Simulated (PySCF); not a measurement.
**C3H7BOSi: electronic excitations**

Wanted: the electronic excitations of C3H7BOSi (`B[Si@@H](O)C#CC`), by calculation.

Programs: PySCF 2.14.0, with density-fitted response routines of our own. Each step states its level of theory. These are calculated values for one molecule in the gas phase, unless marked as measured. Atoms are numbered from 0 throughout.

**1. The molecule as given**

13 atoms, charge 0, multiplicity 1; geometry from: GFN2-xTB.

Bonds of the start (Å): B0–Si1 1.95, Si1–O2 1.64, Si1–C3 1.86, C3–C4 1.21, C4–C5 1.45, B0–H6 1.17, B0–H7 1.17, Si1–H8 1.48, O2–H9 0.95, C5–H10 1.09, C5–H11 1.09, C5–H12 1.09.

**2. TDDFT and polarisability: CAM-B3LYP/def2-SVPD**

The job: settings as JSON, then the geometry in Å.

```
{"job": {"kind": "uv", "xc": "CAM-B3LYP", "basis": "def2-SVPD", "nstates": 8, "ntriplets": 3}, "charge": 0, "multiplicity": 1}
B     -2.402596     1.345950    -0.589624
Si    -1.551097    -0.311793    -0.013583
O     -1.993675    -1.489193    -1.072259
C      0.309646    -0.192777     0.001736
C      1.510621    -0.091961    -0.001987
C      2.954160     0.022308    -0.003560
H     -3.009373     1.435368    -1.584052
H     -2.314652     2.309821     0.067347
H     -1.856211    -0.814689     1.348921
H     -1.630107    -2.368632    -1.020356
H      3.292508     0.461132    -0.942671
H      3.277983     0.657216     0.821452
H      3.408405    -0.962264     0.109660
```

Level: TDDFT CAM-B3LYP/def2-SVPD, vertical, gas phase, core orbitals frozen in the response.

Run with:

```console
> OMP_NUM_THREADS=1 python probes_run.py task.json out
```

The driver reads the jobs from task.json and runs them one after another.

Predict these results of the whole session: lowest singlet (CAM-B3LYP/def2-SVPD); brightest single state of those computed; lowest triplet.

As calculated:

| quantity | value |
| --- | --- |
| lowest singlet (CAM-B3LYP/def2-SVPD) | 4.14 eV (300 nm), f = 0.014 |
| brightest single state of those computed | state 5, 5.82 eV, f = 0.026 |
| lowest triplet | 3.35 eV |

In words: The first singlet state (HOMO→LUMO 0.65, HOMO−3→LUMO 0.16) lies at 4.14 eV and is weak; of the 8 states computed, the strongest absorption comes from state 5 at 5.82 eV. The lowest triplet lies 0.79 eV below the lowest singlet (triplets in Tamm-Dancoff, singlets in full TDDFT).
